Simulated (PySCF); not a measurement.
# ClH6PSi2: the cost of one run

Computed with PySCF 2.14.0, with density-fitted response routines of our own, on a single molecule in the gas phase. Atoms are numbered from 0 throughout.

## Step 1: The starting structure

10 atoms, charge 0, multiplicity 1; geometry from: GFN2-xTB. The atoms were then displaced at random by about 0.01 Å, so the start is not that level's minimum.

Bonds of the start (Å): Si0–Si1 2.33, Si1–P2 2.24, Si1–Cl3 2.04, Si0–H4 1.44, Si0–H5 1.45, Si0–H6 1.48, Si1–H7 1.48, P2–H8 1.40, P2–H9 1.37.

## Step 2: Geometry optimisation at PBE0-D3(BJ)/def2-SVP

The job: settings as JSON, then the geometry in Å.

```
{"job": {"xc": "PBE0", "basis": "def2-SVP", "d3": "d3bj", "grid": 1, "shake": 0.01, "kind": "geom"}, "charge": 0, "multiplicity": 1}
Si    -1.429340    -0.721960     0.183220
Si     0.164030     0.910320    -0.313760
P      2.306880     0.275400    -0.198170
Cl     0.042150     2.492980     0.969270
H     -1.288980    -1.255710     1.516730
H     -1.340970    -1.809720    -0.764240
H     -2.797910    -0.163070     0.080510
H      0.069460     1.507260    -1.660390
H      2.199880    -0.358270     1.050710
H      2.125230    -0.898160    -0.884950
```

On the command line:

```
> OMP_NUM_THREADS=1 python probes_run.py task.json out
```

The driver reads the jobs from task.json and runs them one after another.

Q: Estimate the wall time and peak memory of this first job on 1 thread of AMD EPYC 7R43, shared host.

About 68 s, with a peak of 0.43 GiB.
